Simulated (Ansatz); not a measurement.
From input file to script: BrH in Ansatz 0.2.0.

```yaml
crystal:
  periodic: [false, false, false]
  atoms:
    - { symbol: H, position_ang: [0.0, 0.0, 0.0] }
    - { symbol: Br, position_ang: [0.0, 0.0, 1.435] }
basis:
  gaussian:
    orbitals: def2-SVP
correlation:
  method: sc_nevpt2
  active_space:
    window:
      electrons: 4
      orbitals: 4
```

`brh.py`:
```python
"""Active-space calculation on BrH."""

import logging
import sys

import ansatz as az

logging.basicConfig(stream=sys.stdout, format="[%(levelname)s] %(message)s")
logger = logging.getLogger("brh")
logger.setLevel(logging.INFO)

geometry = (
    az.Crystal.molecule()
    .atom("H", (0.0, 0.0, 0.0))
    .atom("Br", (0.0, 0.0, 1.435))
)

model = (
    geometry.calculation()
    .basis(gaussian="def2-SVP")
    .correlation(active_electrons=4, active_orbitals=4)
)
for method in ["sc_nevpt2"]:
    rep = (model if method is None else model.correlation(method)).run(threads=1).report
    space = rep["configurations"]
    state = space["states"][0]
    print(method or "casscf", f"total {rep['free_energy_ev'] / 27.211386246:.6f} Ha, active-space state {state['energy']['hartree']:.6f} Ha, mean field {rep['reference_energy_ev'] / 27.211386246:.6f} Ha")
    print("  determinants", state["n_determinants"], " natural occupations", [round(n, 3) for n in space["natural_occupations"]])
```

Output of `python brh.py`:
```text
sc_nevpt2 total -2572.928533 Ha, active-space state -2572.713455 Ha, mean field -2572.684628 Ha
  determinants 20  natural occupations [1.99, 1.969, 0.031, 0.01]
```

Caveats:
- The settings weren't tested for convergence.
- The geometry is a force-field or estimated start, not a minimum of this method, and the basis set is short of its limit. The active space starts as a window about the frontier orbitals and is then optimised, not chosen by chemistry.
- Finished in 1.4 s on 1 thread of Arm Neoverse V2, on a shared host, peak memory 0.14 GiB.

(Lines on the test bed's own set-up are left out of the output.)
